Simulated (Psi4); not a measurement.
**SiNH2ClF (SMILES N[Si](F)Cl): a chain of runs**

Aim: a structure relaxation (doublet SiNH2ClF, UB3LYP/6-311G**), then a single-point energy (singlet SiNH2ClF+, B3LYP/6-311G**), then a geometry optimisation (singlet SiNH2ClF+, B3LYP/6-311G**), then a single-point energy (doublet SiNH2ClF, UB3LYP/6-311G**) of ClFH2NSi. 

The results are computed with Psi4 1.11.

### Step 1. The structure to begin with

SiNH2ClF: 6 atoms, total charge 0, spin state doublet. As SMILES, `N[Si](F)Cl`. All atoms were displaced at random from a relaxed shape. The run starts from this shape.

Bond lengths: N1–Si2 1.648 Å, Si2–F3 1.531 Å, Si2–Cl4 2.071 Å, N1–H5 0.985 Å, N1–H6 1.070 Å. Angles: N1–Si2–F3 107.9°, N1–Si2–Cl4 105.4°, F3–Si2–Cl4 113.0°, Si2–N1–H5 123.1°, Si2–N1–H6 116.0°, H5–N1–H6 108.5°.

### Step 2. A structure relaxation at UB3LYP/6-311G(d,p) (density fitting) (run 1)

run.py reads:

```python
import psi4

psi4.set_memory('1600 MB')
psi4.set_num_threads(1)
psi4.set_output_file('output.dat', False)

mol = psi4.geometry("""
0 2
N
Si 1 1.648147
F 2 1.531062 1 107.85548
Cl 2 2.07078 3 113.0252 1 -116.07652
H 1 0.984865 2 123.10645 3 -167.70684
H 1 1.069705 5 108.50713 2 140.37149
units angstrom
""")

psi4.set_options({
    'basis': '6-311G**',
    'reference': 'uks',
})

e, wfn = psi4.optimize('B3LYP', molecule=mol, return_wfn=True)
print(f'total energy {e:.8f} hartree = {e * 27.211386:.5f} eV')
mol.save_xyz_file('final.xyz', False)
```

Launch:

```
$ python run.py
```

output.dat:

```text
[...]
  Running in c1 symmetry.
[...]
  Nuclear repulsion =  218.888230975534441
[...]
  Multiplicity = 2
[...]
  Nalpha       = 25
  Nbeta        = 24
[...]
    Number of basis functions: 100
[...]
   @DF-UKS iter   1:  -905.33563357839716    2.59829e-02   9.56256e-03 ADIIS/DIIS
[...]
   @DF-UKS iter   9:  -905.67961198037733   -1.36424e-12   3.62260e-09 DIIS
[...]
   @S^2 Observed:                7.521254999E-01
[...]
  @DF-UKS Final Energy:  -905.67961198037733
   => Energetics <=
    Nuclear Repulsion Energy =            212.7564627922468787
    One-Electron Energy =               -1675.7011639829040632
    Two-Electron Energy =                 611.6334139221957003
    DFT Exchange-Correlation Energy =     -54.3683247119157400
    Empirical Dispersion Energy =           0.0000000000000000
    VV10 Nonlocal Energy =                  0.0000000000000000
    Total Energy =                       -905.6796119803773308
[...]
  -Total Gradient:
     Atom            X                  Y                   Z
    ------   -----------------  -----------------  -----------------
       1       -0.000194255793     0.000200290282    -0.000172032413
       2       -0.000028527746    -0.000066659031    -0.000024766381
       3        0.000111637789    -0.000000722620     0.000013155527
       4        0.000090263194     0.000126719585    -0.000005159345
       5        0.000069284461    -0.000066589869     0.000050840783
       6        0.000056185840    -0.000070621298     0.000106237300
[...]
```

The script printed:

```text
Optimizer: Optimization complete!
total energy -905.67961198 hartree = -24644.79751 eV
```

It took 61 s on 1 thread of Intel Xeon 6975P-C (Granite Rapids), shared host; peak memory 0.57 GiB.

Steps, from the record of the run:

| step | energy from the first frame kept (eV) | largest force (eV/Å) |
| --- | --- | --- |
| 0 | 0.0000 | 4.0073 |
| 1 | -0.3053 | 1.3457 |
| 2 | -0.3385 | 0.3877 |
| 3 | -0.3417 | 0.1321 |
| 4 | -0.3426 | 0.0433 |
| 5 | -0.3433 | 0.0412 |
| 6 | -0.3440 | 0.0612 |
| 7 | -0.3445 | 0.0571 |
| 8 | -0.3447 | 0.0250 |
| 9 | -0.3447 | 0.0170 |
| 10 | -0.3448 | 0.0169 |

After the run. Bond lengths: N1–Si2 1.714 Å, Si2–F3 1.623 Å, Si2–Cl4 2.095 Å, N1–H5 1.010 Å, N1–H6 1.011 Å. Angles: N1–Si2–F3 105.2°, N1–Si2–Cl4 108.3°, F3–Si2–Cl4 109.2°, Si2–N1–H5 121.6°, Si2–N1–H6 120.2°, H5–N1–H6 112.4°.

### Step 3. The singlet cation: the energy at B3LYP/6-311G(d,p) (density fitting) (run 2)

input.inp reads:

```
memory 1.6 GB

molecule {
  1 1
  N     -0.520951     0.781073     0.063381
  Si     0.412842    -0.551546    -0.474002
  F      1.933228    -0.215967    -0.016934
  Cl    -0.247529    -2.267293     0.530791
  H     -1.529684     0.772251     0.018261
  H     -0.141133     1.717112     0.022906
  symmetry c1
}

set basis 6-311G**

energy('b3lyp')
print_variables()
```

Launch:

```
$ psi4 -n 1 input.inp input.out
```

input.out:

```text
[...]
  Running in c1 symmetry.
[...]
  Nuclear repulsion =  212.756486144517680
[...]
  Multiplicity = 1
[...]
  Nalpha       = 24
  Nbeta        = 24
[...]
    Number of basis functions: 100
[...]
   @DF-RKS iter   1:  -905.03726449167448    1.73962e-01   8.93447e-03 DIIS/ADIIS
[...]
   @DF-RKS iter  10:  -905.35844173232124   -3.28861e-08   4.14554e-07 DIIS
[...]
  @DF-RKS Final Energy:  -905.35844173232124
   => Energetics <=
    Nuclear Repulsion Energy =            212.7564861445176803
    One-Electron Energy =               -1663.3689407561601001
    Two-Electron Energy =                 599.3239861815532095
    DFT Exchange-Correlation Energy =     -54.0699733022319435
    Empirical Dispersion Energy =           0.0000000000000000
    VV10 Nonlocal Energy =                  0.0000000000000000
    Total Energy =                       -905.3584417323212392
[...]
 Multipole Moments:
 ------------------------------------------------------------------------------------
     Multipole            Electronic (a.u.)      Nuclear  (a.u.)        Total (a.u.)
 ------------------------------------------------------------------------------------
 L = 1.  Multiply by 2.5417464519 to convert [e a0] to [Debye]
 Dipole X            :          2.0887083           -3.1639124           -1.0752041
 Dipole Y            :         -3.2393044            4.6292409            1.3899366
 Dipole Z            :         -0.7408010           -0.4439675           -1.1847685
 Magnitude           :                                                    2.1193546
[...]
```

It took 4.8 s on 1 thread of Intel Xeon 6975P-C (Granite Rapids), shared host; peak memory 0.49 GiB.

### Step 4. The singlet cation: a structure relaxation at B3LYP/6-311G(d,p) (density fitting) (run 3)

calc.inp reads:

```
memory 1600 MB

molecule {
  1 1
  N     -0.98445471     1.47601405     0.11977273
  Si     0.78015831    -1.04227089    -0.89573396
  F      3.65327146    -0.40811848    -0.03200062
  Cl    -0.46776202    -4.28456281     1.00304962
  H     -2.89068382     1.45934289     0.03450829
  H     -0.26670272     3.24487141     0.04328607
  units au
  symmetry c1
}


E = opt("b3lyp/6-311G**")
print_variables()
```

Launch:

```
$ psi4 -i calc.inp -o calc.out -n 1
```

calc.out:

```text
[...]
  Running in c1 symmetry.
[...]
  Nuclear repulsion =  212.756486301117036
[...]
  Multiplicity = 1
[...]
  Nalpha       = 24
  Nbeta        = 24
[...]
    Number of basis functions: 100
[...]
   @DF-RKS iter   1:  -905.03726449299120    1.73962e-01   8.93447e-03 ADIIS/DIIS
[...]
   @DF-RKS iter   7:  -905.40646483618434   -2.84217e-12   6.06410e-09 DIIS
[...]
  @DF-RKS Final Energy:  -905.40646483618434
   => Energetics <=
    Nuclear Repulsion Energy =            219.3820192212798190
    One-Electron Energy =               -1676.2386210252848286
    Two-Electron Energy =                 605.6042411824591909
    DFT Exchange-Correlation Energy =     -54.1541042146384655
    Empirical Dispersion Energy =           0.0000000000000000
    VV10 Nonlocal Energy =                  0.0000000000000000
    Total Energy =                       -905.4064648361843410
[...]
  -Total Gradient:
     Atom            X                  Y                   Z
    ------   -----------------  -----------------  -----------------
       1       -0.000069314387    -0.000000197599    -0.000014617040
       2       -0.000103189516     0.000033550661     0.000006470510
       3       -0.000019121499     0.000048818860    -0.000001579626
       4        0.000034975099     0.000012909577    -0.000003401599
       5       -0.000029790097     0.000033249684     0.000008129086
       6        0.000000736949     0.000015497602     0.000006148270
[...]
```

The script printed:

```text
Optimizer: Optimization complete!
```

Run time: 29 s. Hardware: 1 thread of Intel Xeon 6975P-C (Granite Rapids), shared host; peak memory 0.55 GiB.

Steps, from the record of the run:

| step | energy from the first frame kept (eV) | largest force (eV/Å) |
| --- | --- | --- |
| 0 | 0.0000 | 4.5381 |
| 1 | -0.8309 | 2.5489 |
| 2 | -1.2101 | 0.8256 |
| 3 | -1.2873 | 0.3174 |
| 4 | -1.3051 | 0.1518 |
| 5 | -1.3066 | 0.0327 |
| 6 | -1.3068 | 0.0107 |
| 7 | -1.3068 | 0.0056 |

After the run. Bond lengths: N1–Si2 1.633 Å, Si2–F3 1.561 Å, Si2–Cl4 1.955 Å, N1–H5 1.015 Å, N1–H6 1.017 Å. Angles: N1–Si2–F3 117.7°, N1–Si2–Cl4 124.4°, F3–Si2–Cl4 117.9°, Si2–N1–H5 123.6°, Si2–N1–H6 122.8°, H5–N1–H6 113.6°.

### Step 5. A single-point energy at UB3LYP/6-311G(d,p) (density fitting) (run 4)

input.inp reads:

```
memory 1600 mb

molecule {
  0 2
  N
  Si 1 R2
  F 2 R3 1 A3
  Cl 2 R4 3 A4 1 D4
  H 1 R5 2 A5 3 D5
  H 1 R6 5 A6 2 D6

  R2 = 1.633331
  R3 = 1.561405
  A3 = 117.66741
  R4 = 1.954512
  A4 = 117.90272
  D4 = 179.99648
  R5 = 1.015332
  A5 = 123.62483
  D5 = -179.97107
  R6 = 1.016553
  A6 = 113.56876
  D6 = -179.9501
  units angstrom
}

set globals {
  basis     6-311G**
  reference uks
}

energy("b3lyp")
```

Launch:

```
$ psi4 input.inp input.out -n 1
```

input.out:

```text
[...]
  Running in c1 symmetry.
[...]
  Nuclear repulsion =  219.382011462850784
[...]
  Multiplicity = 2
[...]
  Nalpha       = 25
  Nbeta        = 24
[...]
    Number of basis functions: 100
[...]
   @DF-UKS iter   1:  -905.25527954373467    1.79623e-01   9.76172e-03 DIIS/ADIIS
[...]
   @DF-UKS iter  10:  -905.60351224238866   -4.62874e-08   4.70860e-07 DIIS
[...]
   @S^2 Observed:                7.546675031E-01
[...]
  @DF-UKS Final Energy:  -905.60351224238866
   => Energetics <=
    Nuclear Repulsion Energy =            219.3820114628507838
    One-Electron Energy =               -1688.5263122229896453
    Two-Electron Energy =                 617.9602023554890593
    DFT Exchange-Correlation Energy =     -54.4194138377389365
    Empirical Dispersion Energy =           0.0000000000000000
    VV10 Nonlocal Energy =                  0.0000000000000000
    Total Energy =                       -905.6035122423886605
[...]
 Multipole Moments:
 ------------------------------------------------------------------------------------
     Multipole            Electronic (a.u.)      Nuclear  (a.u.)        Total (a.u.)
 ------------------------------------------------------------------------------------
 L = 1.  Multiply by 2.5417464519 to convert [e a0] to [Debye]
 Dipole X            :         -0.0005083            0.0008547            0.0003464
 Dipole Y            :          0.1856952           -0.1904260           -0.0047308
 Dipole Z            :          4.5600934           -5.8056326           -1.2455392
 Magnitude           :                                                    1.2455482
[...]
```

Run time: 6.6 s. Hardware: 1 thread of Intel Xeon 6975P-C (Granite Rapids), shared host; peak memory 0.49 GiB.

### Step 6. Results

```
                                                               quantity          value
                        run 1, UB3LYP/6-311G**: total energy at the end  -905.67961 Eh
                                  run 1, UB3LYP/6-311G**: dipole moment         3.43 D
             run 1, UB3LYP/6-311G**: HOMO energy (highest over α and β)       -6.21 eV
              run 1, UB3LYP/6-311G**: LUMO energy (lowest over α and β)       -3.19 eV
                                           run 1, UB3LYP/6-311G**: ⟨S²⟩          0.752
                                    singlet cation, run 2: total energy  -905.35844 Eh
                                     singlet cation, run 2: HOMO energy      -14.85 eV
                                     singlet cation, run 2: LUMO energy      -11.16 eV
                                   singlet cation, run 2: HOMO–LUMO gap        3.69 eV
                         singlet cation, run 3: total energy at the end  -905.40646 Eh
                                     singlet cation, run 3: HOMO energy      -15.07 eV
                                     singlet cation, run 3: LUMO energy       -7.68 eV
                                   singlet cation, run 3: HOMO–LUMO gap        7.39 eV
                                   run 4, UB3LYP/6-311G**: total energy  -905.60351 Eh
                                  run 4, UB3LYP/6-311G**: dipole moment         3.17 D
             run 4, UB3LYP/6-311G**: HOMO energy (highest over α and β)       -3.05 eV
              run 4, UB3LYP/6-311G**: LUMO energy (lowest over α and β)       -1.37 eV
                                           run 4, UB3LYP/6-311G**: ⟨S²⟩          0.755
adiabatic ionisation energy (to the singlet cation, no zero-point term)       7.433 eV
```

The adiabatic ionisation energy (to the singlet cation, no zero-point term) is 7.43 eV (717 kJ/mol). The optimisation (run 1, UB3LYP/6-311G**) took 11 steps and changed the energy by -0.345 eV. The optimisation (singlet cation, run 3) took 8 steps and changed the energy by -1.307 eV.
